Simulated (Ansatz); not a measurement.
# C₄₂H₃₄Si₂: the relaxed shape and its frontier levels

Aim: characterise C₄₂H₃₄Si₂ as a singlet: its structure, frontier levels and distribution of charge.

Program: Ansatz 0.2.0, Gaussian basis. Level of theory: RKS PBE0-D4/def2-TZVP. These are calculated values, not measurements.

Levels to be run: relaxation at PBE-D4/def2-SVP; a single point at PBE0-D4/def2-TZVP.

1 further run of the same task is left out (set aside as unsound or not needed).

## 1. Starting geometry

SMILES `C[Si](C)(C)C#CC#Cc1ccc(C#Cc2ccc(C#Cc3ccc(C#Cc4ccc(C#C[Si](C)(C)C)cc4)cc3)cc2)cc1`, 78 atoms, charge 0, spin multiplicity 1.

Atoms are counted from 1 here; the program's logs count them from 0.

Bond lengths: C1–Si2 1.906 Å, C1–H45 1.086 Å, C1–H46 1.086 Å, C1–H47 1.086 Å, Si2–C3 1.906 Å, Si2–C4 1.906 Å, Si2–C5 1.853 Å, C3–H48 1.086 Å, C3–H49 1.086 Å, C3–H50 1.086 Å, C4–H51 1.086 Å, C4–H52 1.086 Å, C4–H53 1.086 Å, C5–C6 1.215 Å, C6–C7 1.352 Å, C7–C8 1.214 Å, C8–C9 1.405 Å, C9–C10 1.399 Å and more. Angles: Si2–C1–H45 111.0°, Si2–C1–H46 111.8°, Si2–C1–H47 111.1°, H45–C1–H46 107.6°, H45–C1–H47 107.4°, H46–C1–H47 107.7°, C1–Si2–C3 111.2°, C1–Si2–C4 111.3°, C1–Si2–C5 107.4°, C3–Si2–C4 111.0°, C3–Si2–C5 108.0°, C4–Si2–C5 107.9°, Si2–C3–H48 111.1°, Si2–C3–H49 111.7°, Si2–C3–H50 111.1°, H48–C3–H49 107.7°, H48–C3–H50 107.4°, H49–C3–H50 107.7° and more.

The start is a GFN2-xTB geometry.

## 2. Relaxation at PBE-D4/def2-SVP

in.yaml reads:

```yaml
crystal:
  periodic: [false, false, false]
  atoms:
    - {symbol: C, position_ang: [16.937780, 5.294690, -5.008850]}
    - {symbol: Si, position_ang: [16.979810, 3.629430, -4.081970]}
    - {symbol: C, position_ang: [18.004370, 3.758640, -2.480010]}
    - {symbol: C, position_ang: [17.635850, 2.232460, -5.199620]}
    - {symbol: C, position_ang: [15.236610, 3.210930, -3.613020]}
    - {symbol: C, position_ang: [14.087250, 2.947530, -3.318230]}
    - {symbol: C, position_ang: [12.808450, 2.655190, -2.991610]}
    - {symbol: C, position_ang: [11.659080, 2.393140, -2.702320]}
    - {symbol: C, position_ang: [10.325530, 2.098270, -2.370870]}
    - {symbol: C, position_ang: [9.607780, 2.942180, -1.516890]}
    - {symbol: C, position_ang: [8.298840, 2.657320, -1.197840]}
    - {symbol: C, position_ang: [7.672120, 1.525760, -1.727430]}
    - {symbol: C, position_ang: [6.324710, 1.244370, -1.411850]}
    - {symbol: C, position_ang: [5.168470, 1.011430, -1.148000]}
    - {symbol: C, position_ang: [3.816870, 0.741410, -0.839160]}
    - {symbol: C, position_ang: [2.821190, 0.934140, -1.800620]}
    - {symbol: C, position_ang: [1.501750, 0.675630, -1.497800]}
    - {symbol: C, position_ang: [1.145920, 0.215930, -0.227350]}
    - {symbol: C, position_ang: [-0.207000, -0.049470, 0.083400]}
    - {symbol: C, position_ang: [-1.363550, -0.276120, 0.351030]}
    - {symbol: C, position_ang: [-2.715970, -0.543030, 0.662510]}
    - {symbol: C, position_ang: [-3.333710, -1.702000, 0.186180]}
    - {symbol: C, position_ang: [-4.651950, -1.963660, 0.491380]}
    - {symbol: C, position_ang: [-5.385950, -1.073190, 1.279500]}
    - {symbol: C, position_ang: [-6.737610, -1.344910, 1.592490]}
    - {symbol: C, position_ang: [-7.892630, -1.582410, 1.858770]}
    - {symbol: C, position_ang: [-9.240480, -1.869690, 2.175100]}
    - {symbol: C, position_ang: [-9.563170, -2.496930, 3.381860]}
    - {symbol: C, position_ang: [-10.875910, -2.785380, 3.688720]}
    - {symbol: C, position_ang: [-11.901960, -2.454450, 2.798740]}
    - {symbol: C, position_ang: [-13.249180, -2.758050, 3.111830]}
    - {symbol: C, position_ang: [-14.401220, -3.021860, 3.375760]}
    - {symbol: Si, position_ang: [-16.166300, -3.439760, 3.785570]}
    - {symbol: C, position_ang: [-16.181720, -4.782470, 5.140330]}
    - {symbol: C, position_ang: [-17.034080, -4.084010, 2.214130]}
    - {symbol: C, position_ang: [-17.044530, -1.868850, 4.417720]}
    - {symbol: C, position_ang: [-11.577890, -1.823050, 1.594330]}
    - {symbol: C, position_ang: [-10.265260, -1.535480, 1.285360]}
    - {symbol: C, position_ang: [-4.768000, 0.086410, 1.754680]}
    - {symbol: C, position_ang: [-3.448930, 0.346920, 1.451430]}
    - {symbol: C, position_ang: [2.141500, 0.021150, 0.733250]}
    - {symbol: C, position_ang: [3.460790, 0.281150, 0.431300]}
    - {symbol: C, position_ang: [8.390880, 0.681290, -2.578310]}
    - {symbol: C, position_ang: [9.701580, 0.961490, -2.894820]}
    - {symbol: H, position_ang: [16.527500, 6.079810, -4.380660]}
    - {symbol: H, position_ang: [17.929910, 5.607560, -5.321190]}
    - {symbol: H, position_ang: [16.316950, 5.231040, -5.897640]}
    - {symbol: H, position_ang: [17.592210, 4.508360, -1.811300]}
    - {symbol: H, position_ang: [19.036250, 4.030220, -2.683500]}
    - {symbol: H, position_ang: [18.011930, 2.813940, -1.944580]}
    - {symbol: H, position_ang: [17.611250, 1.277320, -4.683950]}
    - {symbol: H, position_ang: [17.032290, 2.132860, -6.096560]}
    - {symbol: H, position_ang: [18.660870, 2.412550, -5.510130]}
    - {symbol: H, position_ang: [10.092370, 3.819050, -1.112130]}
    - {symbol: H, position_ang: [7.744800, 3.310210, -0.539340]}
    - {symbol: H, position_ang: [3.092570, 1.291470, -2.783530]}
    - {symbol: H, position_ang: [0.729930, 0.826290, -2.238960]}
    - {symbol: H, position_ang: [-2.767040, -2.392190, -0.422170]}
    - {symbol: H, position_ang: [-5.128980, -2.860280, 0.123170]}
    - {symbol: H, position_ang: [-8.772050, -2.755980, 4.071500]}
    - {symbol: H, position_ang: [-11.121730, -3.272720, 4.621060]}
    - {symbol: H, position_ang: [-17.197670, -5.052720, 5.416000]}
    - {symbol: H, position_ang: [-15.677890, -4.441020, 6.039760]}
    - {symbol: H, position_ang: [-15.681060, -5.686600, 4.806880]}
    - {symbol: H, position_ang: [-18.071430, -4.338850, 2.413970]}
    - {symbol: H, position_ang: [-17.025570, -3.338530, 1.424660]}
    - {symbol: H, position_ang: [-16.545990, -4.974530, 1.829780]}
    - {symbol: H, position_ang: [-17.043900, -1.085420, 3.665810]}
    - {symbol: H, position_ang: [-18.079920, -2.073690, 4.676570]}
    - {symbol: H, position_ang: [-16.557400, -1.474080, 5.304310]}
    - {symbol: H, position_ang: [-12.368030, -1.562850, 0.904940]}
    - {symbol: H, position_ang: [-10.018770, -1.047470, 0.352750]}
    - {symbol: H, position_ang: [-5.331800, 0.777610, 2.364370]}
    - {symbol: H, position_ang: [-2.969760, 1.243430, 1.817490]}
    - {symbol: H, position_ang: [1.864880, -0.337490, 1.714390]}
    - {symbol: H, position_ang: [4.228640, 0.127680, 1.175710]}
    - {symbol: H, position_ang: [7.908460, -0.195620, -2.984300]}
    - {symbol: H, position_ang: [10.258040, 0.308590, -3.551980]}
basis:
  gaussian: {orbitals: def2-SVP, fitting: {mean_field: def2-universal-jkfit}}
hamiltonian: {xc: pbe, dispersion: d4}
scf: {lower_state_search: "off"}
output: {orbitals: {seedname: orbitals}}
relax: {f_tol: 0.03, max_steps: 70}
```

Started as:

```
$ ansatz run in.yaml --threads 5 --pin off --events-out ev --progress --plain --max-ram 66560MiB --backend cuda --devices 0, --max-vram 37GiB
```

The runs that follow: Single point, PBE0-D4/def2-TZVP.

**Question.** What will the summary of the whole plan be? Wanted: point group; commonest bond, hydrogen aside; HOMO, LUMO at PBE0-D4/def2-TZVP; dipole at PBE-D4/def2-SVP.

**Answer**, as computed:

```
                       quantity                           value
                    point group                              C1
 commonest bond, hydrogen aside  C–C, 39 of mean length 1.385 Å
HOMO, LUMO at PBE0-D4/def2-TZVP                 -5.82, -2.62 eV
      dipole at PBE-D4/def2-SVP                          0.65 D
```

**Reading.** The molecule keeps its bonding pattern by the stored test; the atoms moved 0.74 Å (rms). No usable vibrations, so a minimum isn't proven. The point group is read from a loosely relaxed geometry; soft torsions can leave it below the true symmetry.
